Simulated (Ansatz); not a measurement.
# CHBClN: small, medium and large basis sets

The task here is to estimate one member of a computed series from the others.

Method: one geometry, several basis sets; program: Ansatz 0.2.0, Gaussian basis.

Plan: PBE0-D4/def2-SVP; ωB97M-V/def2-SVP; PBE0-D4/def2-QZVPP; ωB97M-V/def2-QZVPP; the functionals' def2-TZVPP values are taken from earlier runs.

**The relaxed structure**

All runs share one geometry, relaxed beforehand with PBE0-D4 in a triple-zeta def2 set.

SMILES `N#CBCl`, 5 atoms, charge 0, spin multiplicity 1.

Atoms are counted from 1 here; the program's logs count them from 0.

Bond lengths: N1–C2 1.152 Å, C2–B3 1.528 Å, B3–Cl4 1.723 Å, B3–H5 1.186 Å. Angles: N1–C2–B3 178.6°, C2–B3–Cl4 119.2°, C2–B3–H5 120.7°, Cl4–B3–H5 120.1°.

Set-up of the first run:

The input, in.yaml:

```yaml
crystal:
  periodic: [false, false, false]
  atoms:
    - {symbol: N, position_ang: [1.053199, -1.411133, 1.218174]}
    - {symbol: C, position_ang: [0.513389, -0.630856, 0.564159]}
    - {symbol: B, position_ang: [-0.176576, 0.429720, -0.293294]}
    - {symbol: Cl, position_ang: [-1.594458, 0.005202, -1.176196]}
    - {symbol: H, position_ang: [0.254445, 1.533467, -0.354241]}
basis:
  gaussian: {orbitals: def2-SVP}
hamiltonian: {xc: pbe0, dispersion: d4}
output: {orbitals: {seedname: orbitals}}
```

Steps of the session up to this table: PBE0-D4 in def2-SVP; ωB97M-V in def2-SVP; PBE0-D4 in def2-QZVPP; ωB97M-V in def2-QZVPP.

One table of the session follows, with a row left open; its other results are not shown here.

It belongs to the step «Density functionals: the series». 

```
functional       basis  HOMO (eV)  LUMO (eV)
   PBE0-D4    def2-SVP      -9.55      -3.04
   PBE0-D4  def2-TZVPP      -9.68      -3.19
   PBE0-D4  def2-QZVPP          ?          ?
   ωB97M-V    def2-SVP     -11.81      -0.86
   ωB97M-V  def2-TZVPP     -11.98      -1.06
   ωB97M-V  def2-QZVPP     -12.01      -1.11
```

**Question.** Estimate the row for PBE0-D4, def2-QZVPP.

**Answer.** HOMO (eV): -9.70; LUMO (eV): -3.22. In the column «HOMO (eV)» it lies between ωB97M-V, def2-SVP (-11.81) and PBE0-D4, def2-TZVPP (-9.68).
